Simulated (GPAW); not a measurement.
**One shape, several levels: Li2F2 ((LiF)2 ring)**

Wanted: a comparison of 3 runs (OLYP-D4/real-space grid, PBE/real-space grid, PBE/dzp) of Li2F2 ((LiF)2 ring). The job is set up through an ASE script.

The calculation is run with GPAW 26.7.0.

1 further run of the same task is left out (it didn't finish).

## (1) The structure to begin with

Li2F2 has 4 atoms, charge 0, and is taken as a singlet. Geometry: a GFN2-xTB relaxation, a rough one for these elements and not checked as a minimum.

Bond lengths: Li1–F2 1.697 Å, F2–Li3 1.701 Å, Li1–F4 1.699 Å, Li3–F4 1.698 Å. Angles: Li1–F2–Li3 84.9°, F2–Li1–F4 95.2°, F2–Li3–F4 95.1°, Li1–F4–Li3 84.9°.

## (2) Energy and one-electron properties at OLYP-D4/real-space grid (scalar-relativistic datasets + spin-orbit) (run 1)

File f2li2.xyz:

```xyz
4

Li     0.729080     0.639270     0.610580
F      0.170410     0.752760    -0.987960
Li    -0.729130    -0.640270    -0.610820
F     -0.170350    -0.751760     0.988200
```

File sp.py:

```python
from ase.calculators.mixing import SumCalculator
from ase.io import read
from dftd4.ase import DFTD4
from gpaw import GPAW, setup_paths
from gpaw.atom.configurations import parameters
from gpaw.atom.generator import Generator
from gpaw.spinorbit import soc_eigenstates

system = read("f2li2.xyz")
system.center(vacuum=5.5)

for symbol in ["F", "Li"]:
    Generator(symbol, xcname="GGA_X_OPTX+GGA_C_LYP", scalarrel=True, nofiles=True, txt=None).run(**parameters[symbol])
setup_paths.insert(0, ".")

gpaw_calc = GPAW(mode="fd",
                 maxiter=100,
                 xc="GGA_X_OPTX+GGA_C_LYP",
                 symmetry="off",
                 h=0.18,
                 txt="f2li2.txt")
system.calc = SumCalculator([DFTD4(method="OLYP"), gpaw_calc])

energy = system.get_potential_energy()
print(f"Energy = {energy:.5f} eV")
forces = system.get_forces()
print("Forces (eV/Ang)")
for symbol, f in zip(system.symbols, forces):
    print(f'{symbol:2} {f[0]:9.4f} {f[1]:9.4f} {f[2]:9.4f}')

soc = soc_eigenstates(gpaw_calc)
soc_levels = soc.eigenvalues()[0]
print("Levels with spin-orbit coupling (eV):")
print(soc_levels.round(3))
```

Started as:

```
python sp.py
```

Output:

```text
Energy = -16.27093 eV
Forces (eV/Ang)
Li    0.1414    0.1190    0.1269
F     0.0676    0.7304   -0.9552
Li   -0.1343   -0.1076   -0.1266
F    -0.0743   -0.7425    0.9550
Levels with spin-orbit coupling (eV):
[-25.854 -25.854 -25.664 -25.664  -7.764  -7.764  -7.505  -7.505  -7.295
  -7.295  -7.239  -7.239  -6.716  -6.716  -6.485  -6.485  -1.332  -1.332
  -0.828  -0.828   0.157   0.157   0.34    0.34    1.008   1.008   1.259
   1.259]
```

f2li2.txt:

```text
__  _  _
 | _ |_)|_||  |
 |__||  | ||/\| - 26.7.0

units:  Angstrom and eV
cores:  1
OpenMP: False

Versions:
  Python: 3.12.14
  ASE:    3.29.0
  Numpy:  2.5.5
  Scipy:  1.18.1
  Libxc:  7.0.0

        _gpaw.cpython-312-aarch64-linux-gnu.so

Input parameters:
  mode=FD(),
  h=0.18,
  maxiter=100,
  symmetry=Symmetry(point_group=False, time_reversal=False),
  xc=XC(name='GGA_X_OPTX+GGA_C_LYP')

[... 57 lines left out ...]
|   |                                coordinates |     weight |
[... 82 lines left out ...]
  Converge bands: occupied
[... 28 lines left out ...]
convergence criteria:
[... 14 lines left out ...]
Converged in 13 steps
[... 15 lines left out ...]
dipole moment: (-0.000228, -0.001623, -0.000341)  # |e|*Ang
[... 17 lines left out ...]
Forces  # eV/Ang
|        x |        y |        z |
|----------|----------|----------|
|  0.14493 |  0.12206 |  0.12979 |  # Li   0
|  0.07610 |  0.76780 | -1.00433 |  # F    1
| -0.13780 | -0.11064 | -0.12956 |  # Li   2
| -0.08278 | -0.77985 |  1.00412 |  # F    3

Force computation time: 0.076  # s

timing:  # [seconds]
  Total:  18.244  # ━━━━━━━━━━━━━━━━━━━━━━━━━━━━━━━━━━━━━━━━━━━━━━━━━━━━━━━━━
  Init:    2.035  # ━━━━━━╸
  SCF:    16.104  # ━━━━━━━━━━━━━━━━━━━━━━━━━━━━━━━━━━━━━━━━━━━━━━━━━━╸
  Forces:  0.076  #

Max RSS: 802.625  # MiB
```

Wall time 19 s (1 thread of Arm Neoverse V2, shared host); peak memory 0.78 GiB.

## (3) Energy and one-electron properties at PBE/real-space grid (scalar-relativistic datasets) (run 2)

f2li2.xyz is that of step 2.

File f2li2_sp.py:

```python
import numpy as np
from ase.io import read
from ase.units import Debye
from gpaw import GPAW

atoms = read('f2li2.xyz')
atoms.center(vacuum=5.5)

calc = GPAW(mode='fd', xc='PBE', h=0.18, maxiter=150, txt='-')
atoms.calc = calc

energy = atoms.get_potential_energy()
print(f'Energy: {energy:.5f} eV')
forces = atoms.get_forces()
print('Forces (eV/Ang)')
for symbol, f in zip(atoms.symbols, forces):
    print(f'{symbol:2} {f[0]:9.4f} {f[1]:9.4f} {f[2]:9.4f}')
dipole = atoms.get_dipole_moment() / Debye
print(f'Dipole                  {np.linalg.norm(dipole):.3f} D')
homo, lumo = calc.get_homo_lumo()
print(f'HOMO: {homo:.3f} eV')
print(f'LUMO = {lumo:.3f} eV')
print(f'Gap = {lumo - homo:.3f} eV')
```

Started as:

```
python f2li2_sp.py > f2li2_sp.log
```

Output:

```text
[...]
Number of symmetries: 1
[...]
  Number of IBZ points: 1
[...]
Spin-components: 1 (collinear spins)
Bands:           14
[...]
  Valence electrons: 16.0
[...]
  Grid points: [68 68 72]
  Charge: 0.0  # |e|
[...]
    cutoffs:
[...]
occupation numbers:
  # Zero width
[...]
xc functional:
  name: PBE with 2 nearest neighbor stencil
[...]
|iter     |     time |      energy | eigst |  dens |
[...]
|iter:   1| 00:00:03 |  -19.769244 | +0.63 |       |
[...]
|iter:  13| 00:00:19 |  -16.647810c| -7.72c| -5.62c|
Converged in 13 steps
[...]
Energy contributions relative to reference atoms: (reference = -5833.737211)
Energy contributions:
  Kinetic:          23.091323
  Coulomb:         -21.577930
  Zero:              0.516726
  External:          0.000000
  Xc:              -18.677929
  Entropy:           0.000000
  Spinorbit:         0.000000
  ----------------------------
  Free energy:     -16.647810
  Extrapolated:    -16.647810
dipole moment: (-0.000227, -0.001613, -0.000334)  # |e|*Ang
Fermi level: -3.709
[...]
Gap: 5.786 eV
Transition (v -> c):
[...]
Forces (eV/Ang)
Li    0.2792    0.2395    0.2433
F     0.0897    0.8098   -1.0636
Li   -0.2707   -0.2267   -0.2430
F    -0.0978   -0.8232    1.0633
Dipole                  0.008 D
HOMO: -6.602 eV
LUMO = -0.816 eV
Gap = 5.786 eV
```

Run time: 19 s. Hardware: 1 thread of Arm Neoverse V2, shared host; peak memory 0.78 GiB.

## (4) Energy and one-electron properties at PBE/dzp (scalar-relativistic datasets) (run 3)

f2li2.xyz is that of step 3.

File calc.py:

```python
import numpy as np
from ase.io import read
from ase.units import Debye
from gpaw import GPAW

# Structure
system = read('f2li2.xyz')
system.center(vacuum=5.5)

# Ground state
calc = GPAW(mode='lcao', maxiter=150, xc='PBE', h=0.18, basis='dzp', txt='-')
system.calc = calc

energy = system.get_potential_energy()
print(f'Energy: {energy:.5f} eV')
forces = system.get_forces()
print('Forces (eV/Ang)')
for symbol, f in zip(system.symbols, forces):
    print(f'{symbol:2} {f[0]:9.4f} {f[1]:9.4f} {f[2]:9.4f}')
dipole = system.get_dipole_moment() / Debye
print(f'Dipole = {np.linalg.norm(dipole):.3f} D')
homo, lumo = calc.get_homo_lumo()
print(f'HOMO = {homo:.3f} eV')
print(f'LUMO = {lumo:.3f} eV')
print(f'Gap                     {lumo - homo:.3f} eV')
```

Started as:

```
OMP_NUM_THREADS=1 python calc.py
```

Output:

```text
[...]
Number of symmetries: 1
[...]
  Number of IBZ points: 1
[...]
basis functions: 36
Spin-components: 1 (collinear spins)
Bands:           14
[...]
  Valence electrons: 16.0
[...]
  Grid points: [68 68 72]
  Charge: 0.0  # |e|
[...]
    cutoffs:
[...]
occupation numbers:
  # Zero width
[...]
xc functional:
  name: PBE with 2 nearest neighbor stencil
[...]
|iter     |     time |      energy | eigst |  dens |
[...]
|iter:   1| 00:00:04 |  -18.018191 |      c|       |
[...]
|iter:   9| 00:00:09 |  -14.595248c|      c| -4.87c|
Converged in 9 steps
[...]
Energy contributions relative to reference atoms: (reference = -5833.737211)
Energy contributions:
  Kinetic:          31.349992
  Coulomb:         -25.952729
  Zero:              0.565876
  External:          0.000000
  Xc:              -20.558387
  Entropy:           0.000000
  Spinorbit:         0.000000
  ----------------------------
  Free energy:     -14.595248
  Extrapolated:    -14.595248
dipole moment: (-0.000208, -0.001579, -0.000357)  # |e|*Ang
Fermi level: -2.875
[...]
Gap: 5.604 eV
Transition (v -> c):
[...]
Forces (eV/Ang)
Li    0.2924    0.2497    0.2559
F     0.1664    0.8135   -1.0952
Li   -0.2825   -0.2347   -0.2560
F    -0.1760   -0.8285    1.0953
Dipole = 0.008 D
HOMO = -5.677 eV
LUMO = -0.073 eV
Gap                     5.604 eV
```

Run time: 9.4 s. Hardware: 1 thread of Arm Neoverse V2, shared host; peak memory 0.77 GiB.

## (5) The series

| run | level | iteration cap | symmetry | energy (Eh) | dipole moment (D) | HOMO energy (eV) | LUMO energy (eV) | wall time |
| --- | --- | --- | --- | --- | --- | --- | --- | --- |
| 1 | OLYP-D4/real-space grid (scalar-relativistic datasets + spin-orbit) | 100 | off | -215.185419 | 0.01 | -6.49 | -1.33 | 19 s |
| 2 | PBE/real-space grid (scalar-relativistic datasets) | 150 | on | -214.997684 | 0.01 | -6.60 | -0.82 | 19 s |
| 3 | PBE/dzp (scalar-relativistic datasets) | 150 | on | -214.922254 | 0.01 | -5.68 | -0.07 | 9.4 s |

## (6) What came out

| quantity | value |
| --- | --- |
| run 3: energy as printed (from the program's reference atoms) | -14.5952 eV |
| run 3: dipole moment | 0.01 D |
| run 3: HOMO energy | -5.68 eV |
| run 3: LUMO energy | -0.07 eV |
| run 3: HOMO–LUMO gap | 5.60 eV |
| run 3: largest force on an atom | 1.385 eV/Å |

The HOMO–LUMO gap runs from 5.15 eV (OLYP-D4/real-space grid) to 5.79 eV (PBE/real-space grid). The two ends differ in method and Hamiltonian. Totals of different functionals can't be ranked against each other. All runs together took 47 s, the longest 19 s.
